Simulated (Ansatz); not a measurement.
# AsH (triplet): the correlation ladder, aug-cc-pVDZ

How much of the correlation energy of AsH (triplet) does each wave-function method recover here?

Method: aug-cc-pVDZ, core rule «outside noble gas», up to 14 orbitals frozen; program: Ansatz 0.2.0, Gaussian basis.

Plan: UHF; CCSD(T) on ROHF; CCSD(T) on UHF; BCCD(T) on ROHF; CISD; CCSDT(Q) on ROHF; CCSDT(Q) on UHF; CASSCF and MRCISD+Q, 6 electrons in 5 orbitals; CASSCF and NEVPT2, 6 electrons in 5 orbitals; Full CI.

12 further runs of the same task are left out: 1 for a known fault of the program, 4 that didn't finish, 7 set aside as unsound or not needed.

**1. The geometry**

The geometry is a PBE0/def2-TZVP stationary point (not a proven minimum) of the parent state, kept for this charge and spin. No spin-orbit coupling is included. The filled d shell of As may be among the frozen orbitals whatever the setting's name suggests; the logs give the count.

2 atoms, charge 0, spin multiplicity 3.

Atoms are counted from 1 here; the program's logs count them from 0.

Bond lengths: As1–H2 1.529 Å.

**2. UHF**

File in.yaml:

```yaml
crystal:
  periodic: [false, false, false]
  atoms:
    - {symbol: As, position_ang: [0.000000, 0.000000, 0.000000]}
    - {symbol: H, position_ang: [0.000000, 0.000000, 1.529400]}
basis:
  gaussian: {orbitals: aug-cc-pVDZ}
magnetization: {spin_polarized: true, initial_magnetization: 2}
hamiltonian: {xc: hf}
output: {orbitals: {seedname: orbitals}}
```

Started as:

```console
$ ansatz run in.yaml --threads 1 --pin off --events-out ev --progress --plain --max-ram 2393MiB
```

Further steps of the session: CCSD(T) on ROHF; CCSD(T) on UHF; BCCD(T) on ROHF; CISD; CCSDT(Q) on ROHF; CCSDT(Q) on UHF; CASSCF and MRCISD+Q, 6 electrons in 5 orbitals; CASSCF and NEVPT2, 6 electrons in 5 orbitals; Full CI.

Before running them: what should the planned runs give, taken together? Wanted: FCI below the RHF energy; RMP2 from FCI; UMP2 from FCI; RCCSD from FCI; RCCSD(T) from FCI; UCCSD(T) from FCI; RCCSDT(Q) from FCI; UCCSDT(Q) from FCI; NEVPT2 valence from FCI.

The runs gave:

```
                         quantity                                                                                value
         FCI below the RHF energy                                                                           -2.9129 eV
                    RMP2 from FCI                                                                           +629.8 meV
                    UMP2 from FCI                                                                           +639.1 meV
                   RCCSD from FCI                                                                            +80.7 meV
                RCCSD(T) from FCI                                                                            +17.2 meV
                UCCSD(T) from FCI                                                                             +8.7 meV
               RCCSDT(Q) from FCI                                                                             +0.2 meV
               UCCSDT(Q) from FCI                                                                             -8.0 meV
          NEVPT2 valence from FCI                                                                           +572.4 meV
        MRCISD+Q valence from FCI                                                                            -17.7 meV
levels within 1 kcal/mol (43 meV)  RCCSD(T), UCCSD(T), BCCD(T), RCCSDT, UCCSDT, RCCSDT(Q), UCCSDT(Q), MRCISD+Q valence
                    T1 diagnostic                                                                                0.020
   effectively unpaired electrons                                                                                 2.03
```

RCCSD(T) misses by +17.2 meV, 0.6 % of the correlation energy. UCCSDT, UCCSDT(Q), MRCISD+Q valence fall below full CI: unrestricted runs freeze a spin-polarised core, another one than full CI's, and coupled cluster isn't variational. One determinant dominates. Of the multireference levels listed MRCISD+Q valence comes nearest in total energy (-17.7 meV), which doesn't show that its space is the better one. These misses are within one basis, not against nature; the frozen cores of restricted and unrestricted runs differ, which can shift their rows.
